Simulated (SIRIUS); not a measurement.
**In3As in SIRIUS: the effect of functional**

The system is In3As.

```
In As
1.0
     4.67168    0.00000    0.00000
     0.00000    4.67168    0.00000
     0.00000    0.00000    4.67168
In As
3 1
Direct
  0.50000 0.50000 0.00000
  0.50000 0.00000 0.50000
  0.00000 0.50000 0.50000
  0.00000 0.00000 0.00000
```

The cell comes from a database or a generator and needn't be the stable form of this composition.

Alike in all runs:

* Program: SIRIUS 7.10.0
* Task: single point
* Potentials or basis: PseudoDojo 0.4.1 PBE standard (scalar relativistic)
* Cutoff: 1152 eV
* Density cutoff: 4606 eV
* k mesh: 3 × 3 × 3
* Occupations: fermi-dirac, width 0.05 eV
* Spin: no spin polarisation

```csv
functional,pressure (GPa)
LDA,-3.8
PBEsol,-2.4
RPBE,2.1
revPBE,1.7
BLYP,?
PW91,0.6
AM05,-2.3
xPBE,1.4
rPW86PBE,4.2
LDA-VWN,-3.8
```

Question: What does the run with functional BLYP give?

Answer: Pressure 5.2 GPa.

Caveats: all runs use coarse meshes; the potentials were made for another functional, which shifts forces and pressure.

Runs at the PBE level aren't shown here.
